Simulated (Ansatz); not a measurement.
# BP (zinc blende): the cost of one run

Computed with Ansatz 0.2.0 (DFT LDA, scalar-relativistic, plane waves, PAW, unless a step's input says otherwise).

### Step 1. The system as given

The structure is cubic, space group F-43m (No. 216). Conventional cell: a = 4.489 Å, b = 4.489 Å, c = 4.489 Å, α = 90.00°, β = 90.00°, γ = 90.00°. B (site symmetry -43m) has 4 P at 1.94 Å as nearest neighbours. P (site symmetry -43m) has 4 B at 1.94 Å as nearest neighbours.

Coordinates:

```
CELL_PARAMETERS angstrom
0.00000 2.24459 2.24459
2.24459 0.00000 2.24459
2.24459 2.24459 0.00000
ATOMIC_POSITIONS crystal
B 0.00000 0.00000 0.00000
P 0.25000 0.25000 0.25000
```

### Step 2. Phonons: BP (zinc blende), no spin, volume × 0.97

Input file input.yaml:

```yaml
crystal:
  lattice:
    - [0.0, 2.2445943935, 2.2445943935]
    - [2.2445943935, 0.0, 2.2445943935]
    - [2.2445943935, 2.2445943935, 0.0]
  atoms:
    - { symbol: B, position: [0.0, 0.0, 0.0] }
    - { symbol: P, position: [0.25, 0.25, 0.25] }
scf:
  occupations: { method: fixed }
output: {}
hamiltonian:
  xc: lda
basis:
  ecutwfc: 520
kpoints:
  mp_grid: { grid: [8, 8, 8] }
phonons:
  method: dfpt
  dielectric: true
  eigenvectors: false
  rigid_motions: translations
  qmesh: [4, 4, 4]
  temperatures: { t_max: 900, t_step: 100 }
  qpath:
    path:
      - [[0.0, 0.0, 0.0], [-0.5, -0.5, 0.0], [-0.375, -0.375, 0.25]]
      - [[-0.375, 0.0, 0.375], [0.0, 0.0, 0.0], [0.0, 0.0, 0.5], [-0.5, -0.25, 0.25], [-0.5, -0.5, 0.0]]
    npoints: 8
```

Run with:

```bash
> ansatz run input.yaml --threads 1 --pin off --max-ram 3072MiB --backend cpu --events-out ev --progress --plain --runs-dir out
```

What time and memory should one allow on 1 thread of Intel Xeon Platinum 8488C (Sapphire Rapids), shared host?

About 62 s, with a peak of 0.68 GiB.
